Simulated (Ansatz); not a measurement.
**Tl: pressure up to the limit of the methods**

One table from this session's results is given with a row withheld; the runs are named, their logs left out.

Computed with Ansatz 0.2.0 (DFT, PBEsol, PAW with Ansatz's default frozen-core files, scalar-relativistic, unless a step's input says otherwise).

## The system as given

It takes space group Fd-3m (No. 227, cubic). The conventional cell has a = 6.588 Å, b = 6.588 Å, c = 6.588 Å, α = 90.00°, β = 90.00°, γ = 90.00°. Around Tl (site symmetry -43m) lie 4 Tl at 2.85 Å.

As a file:

```
Tl
1.0
     0.00000    3.29404    3.29404
     3.29404    0.00000    3.29404
     3.29404    3.29404    0.00000
Tl
2
Cartesian
  -0.8235 -0.8235 -0.8235
  0.8235 0.8235 0.8235
```

Whether this phase is the stable one at these pressures isn't tested.

Atoms are numbered in the order of the input: Tl1, Tl2.

The first run:

File input.yaml:

```yaml
crystal:
  lattice:
    - [0.0, 3.2940357529, 3.2940357529]
    - [3.2940357529, 0.0, 3.2940357529]
    - [3.2940357529, 3.2940357529, 0.0]
  atoms:
    - { symbol: Tl, position: [-0.125, -0.125, -0.125] }
    - { symbol: Tl, position: [0.125, 0.125, 0.125] }
kpoints:
  mp_grid: { grid: [10, 10, 10] }
scf:
  occupations: { method: fermi_dirac, width: 0.1 }
hamiltonian:
  xc: pbesol
  pseudopotentials: { kind: paw }
output:
  forces: true
  stress: true
relax:
  f_tol: 0.005
  max_steps: 40
  cell: {}
```

The run is started by

```sh
$ ansatz run input.yaml --threads 1 --pin off --max-ram 2048MiB --backend cpu --events-out ev --progress --plain --runs-dir out
```

Among the steps run: Cell relaxed at zero pressure, PAW; Volume scaled by 1, PAW; Volume scaled by 0.95, PAW; Volume scaled by 0.85, PAW; Volume scaled by 0.75, PAW; Volume scaled by 0.65, PAW; Volume scaled by 0.55, PAW; Volume scaled by 0.45, PAW; Volume scaled by 0.45, PAW (cutoff 800 eV); Volume scaled by 0.4, PAW.

One of the session's tables, all rows but one given; the rest of the session is left out.

```
             method  volume over the first  volume (Å³/atom)  pressure (GPa)
                PAW                      1            40.668            0.01
                PAW                   0.95                 ?               ?
                PAW                   0.85            34.568            4.83
                PAW                   0.75            30.501           11.85
                PAW                   0.65            26.434           26.83
                PAW                   0.55            22.367           59.86
                PAW                   0.45            18.301          140.66
                PAW                    0.4            16.267          221.88
PAW (cutoff 800 eV)                   0.45            18.301          140.61
```

**Question.** Estimate the row for PAW, 0.95.

As computed: volume (Å³/atom): 38.635; pressure (GPa): 1.15. In the column «volume (Å³/atom)» it lies between PAW, 0.85 (34.568) and PAW, 1 (40.668).
